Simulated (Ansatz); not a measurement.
# AlH₄OSSi radical: small, medium and large basis sets

The task here is to estimate one member of a computed series from the others.

Computed with Ansatz 0.2.0, Gaussian basis. Level: one geometry, several basis sets.

Plan: PBE0-D4/def2-SVP; ωB97M-V/def2-SVP; PBE0-D4/def2-QZVPP; ωB97M-V/def2-QZVPP; the functionals' def2-TZVPP values are taken from earlier runs.

## The geometry

The geometry comes from an earlier relaxation with PBE0-D4 in a triple-zeta def2 set; it is a stationary point, not always the lowest conformer.

SMILES `[SiH3][O][Al][SH]`, 8 atoms, charge 0, spin multiplicity 2.

Atoms are counted from 1 here; the program's logs count them from 0.

Bond lengths: Si1–O2 1.627 Å, Si1–H5 1.487 Å, Si1–H6 1.487 Å, Si1–H7 1.487 Å, O2–Al3 1.685 Å, Al3–S4 2.204 Å, S4–H8 1.347 Å. Angles: O2–Si1–H5 109.8°, O2–Si1–H6 110.3°, O2–Si1–H7 110.1°, H5–Si1–H6 108.8°, H5–Si1–H7 108.9°, H6–Si1–H7 108.9°, Si1–O2–Al3 171.2°, O2–Al3–S4 117.4°, Al3–S4–H8 91.1°.

The first run:

Contents of in.yaml:

```yaml
crystal:
  periodic: [false, false, false]
  atoms:
    - {symbol: Si, position_ang: [-0.153946, 1.473680, -0.237310]}
    - {symbol: O, position_ang: [0.275787, 0.039944, 0.401535]}
    - {symbol: Al, position_ang: [0.821706, -1.305488, 1.256700]}
    - {symbol: S, position_ang: [0.335731, -3.293974, 0.439778]}
    - {symbol: H, position_ang: [-1.124034, 1.260980, -1.343885]}
    - {symbol: H, position_ang: [-0.788220, 2.330842, 0.799103]}
    - {symbol: H, position_ang: [1.042925, 2.173299, -0.774518]}
    - {symbol: H, position_ang: [-0.317650, -2.736281, -0.597203]}
basis:
  gaussian: {orbitals: def2-SVP}
magnetization: {spin_polarized: true, initial_magnetization: 1}
hamiltonian: {xc: pbe0, dispersion: d4}
output: {orbitals: {seedname: orbitals}}
```

On the command line:

```
$ ansatz run in.yaml --threads 4 --pin off --events-out ev --progress --plain --max-ram 10444MiB
```

Steps of the session up to this table: PBE0-D4 in def2-SVP; ωB97M-V in def2-SVP; PBE0-D4 in def2-QZVPP; ωB97M-V in def2-QZVPP.

One of the session's tables, all rows but one given; the rest of the session is left out.

It belongs to the step «Density functionals: the series». 

| functional | basis | HOMO (eV) | LUMO (eV) |
| --- | --- | --- | --- |
| PBE0-D4 | def2-SVP | -6.06 | -2.72 |
| PBE0-D4 | def2-TZVPP | -6.13 | -2.76 |
| PBE0-D4 | def2-QZVPP | -6.15 | -2.79 |
| ωB97M-V | def2-SVP | -7.68 | -1.31 |
| ωB97M-V | def2-TZVPP | ? | ? |
| ωB97M-V | def2-QZVPP | -7.83 | -1.42 |

Q: Estimate the row for ωB97M-V, def2-TZVPP from the others.

**Answer.** HOMO (eV): -7.77; LUMO (eV): -1.33. In the column «HOMO (eV)» it lies between ωB97M-V, def2-QZVPP (-7.83) and ωB97M-V, def2-SVP (-7.68).
